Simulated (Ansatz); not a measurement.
# BaSnAu: the cost of one run

Computed with Ansatz 0.2.0 (DFT PBE, scalar-relativistic, plane waves, PAW, unless a step's input says otherwise).

### 1 Starting point

Symmetry: P4/mmm, No. 123, tetragonal system. Conventional cell: a = 3.398 Å, b = 3.398 Å, c = 9.116 Å, α = 90.00°, β = 90.00°, γ = 90.00°. Ba (site symmetry 4/mmm) is surrounded by 4 Ba at 3.40 Å. Sn (site symmetry 4/mmm) has 4 Au at 2.40 Å as nearest neighbours. Au (site symmetry 4/mmm) has 4 Sn at 2.40 Å as nearest neighbours.

Structure file:

```
CELL_PARAMETERS angstrom
3.39795 0.00000 0.00000
0.00000 3.39795 0.00000
0.00000 0.00000 9.11552
ATOMIC_POSITIONS crystal
Ba 0.00000 0.00000 0.00000
Sn 0.50000 0.50000 0.50000
Au 0.00000 0.00000 0.50000
```

Recipe of the guess: random cell by space group and Wyckoff sites (P4/mmm, No. 123). Its size is a rough estimate.

### 2 The guess as it stands, on a coarse mesh

The input, input.yaml:

```yaml
crystal:
  lattice:
    - [3.39795114, 0.0, 0.0]
    - [0.0, 3.39795114, 0.0]
    - [0.0, 0.0, 9.11552468]
  atoms:
    - { symbol: Ba, position: [0.0, 0.0, 0.0] }
    - { symbol: Sn, position: [0.5, 0.5, 0.5] }
    - { symbol: Au, position: [0.0, 0.0, 0.5] }
basis:
  ecutwfc: 420
kpoints:
  mp_grid: { grid: [6, 6, 2] }
hamiltonian:
  xc: pbe
scf:
  occupations: { method: gaussian, width: 0.1 }
  lower_state_search: "off"
output:
  forces: true
  stress: true
  eigenvalues: true
```

Launch:

```sh
$ ansatz run input.yaml --threads 1 --pin off --max-ram 2048MiB --backend cpu --events-out ev --progress --plain --runs-dir out
```

Q: Estimate wall time and peak memory on 1 thread of Arm Neoverse V2, shared host.

About 3.5 s, with a peak of 0.38 GiB.
